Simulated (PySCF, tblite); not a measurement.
**C₅H₁₀BFS: geometry, infrared bands and NMR shifts**

What infrared bands and NMR shifts should C₅H₁₀BFS (`CS[C@@H]1CC[C@@H]1BF`) show?

Programs: tblite 0.8.0 and PySCF 2.14.0, with density-fitted response routines of our own. Each step states its level of theory. These are calculated values for one molecule in the gas phase, unless marked as measured. Atoms are numbered from 0 throughout.

**1. Starting geometry**

18 atoms, charge 0, multiplicity 1; geometry from: force field or distance geometry start.

Bonds of the start (Å): C0–S1 1.83, S1–C2 1.85, C2–C3 1.53, C3–C4 1.52, C4–C5 1.53, C5–B6 1.61, B6–F7 1.45, C5–C2 1.55, C0–H8 1.11, C0–H9 1.10, C0–H10 1.10, C2–H11 1.10, C3–H12 1.10, C3–H13 1.12, C4–H14 1.11, C4–H15 1.11, C5–H16 1.12, B6–H17 1.18.

**2. Optimising the geometry with GFN2-xTB**

The job: settings as JSON, then the geometry in Å.

```
{"job": {"kind": "relax", "xc": "GFN2-xTB", "basis": "xTB"}, "charge": 0, "multiplicity": 1}
C      2.376800     0.663800    -1.135400
S      0.993900    -0.429600    -1.622400
C      0.381900    -0.655400     0.106000
C     -0.709700    -1.718600     0.172300
C     -1.707900    -0.699200     0.706600
C     -0.640500     0.388600     0.619900
B     -1.039700     1.614100    -0.342400
F     -0.942700     2.974000     0.148000
H      1.983600     1.556800    -0.603000
H      3.075700     0.122500    -0.474200
H      2.900000     0.994900    -2.050100
H      1.183800    -0.854400     0.835500
H     -1.013500    -2.137500    -0.797500
H     -0.473000    -2.509500     0.933500
H     -2.025100    -0.898600     1.746900
H     -2.566200    -0.560500     0.013400
H     -0.350400     0.754900     1.638200
H     -1.435500     1.400000    -1.433700
```

The run is started by

```
$ OMP_NUM_THREADS=1 python probes_run.py task.json out
```

One launch serves the whole session: the jobs run in the order shown.

**Question.** This job is followed by: GFN2-xTB harmonic vibrations, gas phase; GIAO PBE0/pcSseg-1 NMR shielding, non-relativistic, gas phase. What will the session give for the following? strongest single infrared mode (GFN2-xTB); zero-point energy (GFN2-xTB); 13C shifts against TMS (PBE0/pcSseg-1); 1H shifts against TMS (PBE0/pcSseg-1, means over atoms taken as alike); 33S shifts against CS2 (PBE0/pcSseg-1); 11B shifts against BF3·OEt2 (PBE0/pcSseg-1); 19F shifts against CFCl3 (PBE0/pcSseg-1); surface potential, 1st and 99th percentile.

**Answer**, as computed:

```
                                                              quantity                                               value
                             strongest single infrared mode (GFN2-xTB)                                822 cm⁻¹, 135 km/mol
                                          zero-point energy (GFN2-xTB)                                       89.5 kcal/mol
                                13C shifts against TMS (PBE0/pcSseg-1)                    49.5, 32.0, 28.3, 20.3, 19.8 ppm
1H shifts against TMS (PBE0/pcSseg-1, means over atoms taken as alike)  4.84, 2.96, 2.73, 2.41, 2.31, 2.20, 2.18, 2.09 ppm
                                33S shifts against CS2 (PBE0/pcSseg-1)                                              -5 ppm
                           11B shifts against BF3·OEt2 (PBE0/pcSseg-1)                                            19.6 ppm
                              19F shifts against CFCl3 (PBE0/pcSseg-1)                                          -141.7 ppm
                                 surface potential, 1st and 99th percentile                                  -1.28 V and 1.13 V
```

What this shows: The optimisation took 139 steps and gained 0.631 eV; among the close pairs (by a distance rule), B6–F7 changed most, from 1.449 to 1.345 Å. No mode is imaginary among the 48: a minimum at this level. The strongest single mode, at 822 cm⁻¹, is spread over many atoms; the largest shares are those of H17, B6. Unscaled tight-binding wavenumbers are off by several per cent, some by more. Its intensities can rank the bands wrongly. At PBE0/pcSseg-1: The widest tensor belongs to S1: span 293 ppm, with a paramagnetic part of -550 ppm.
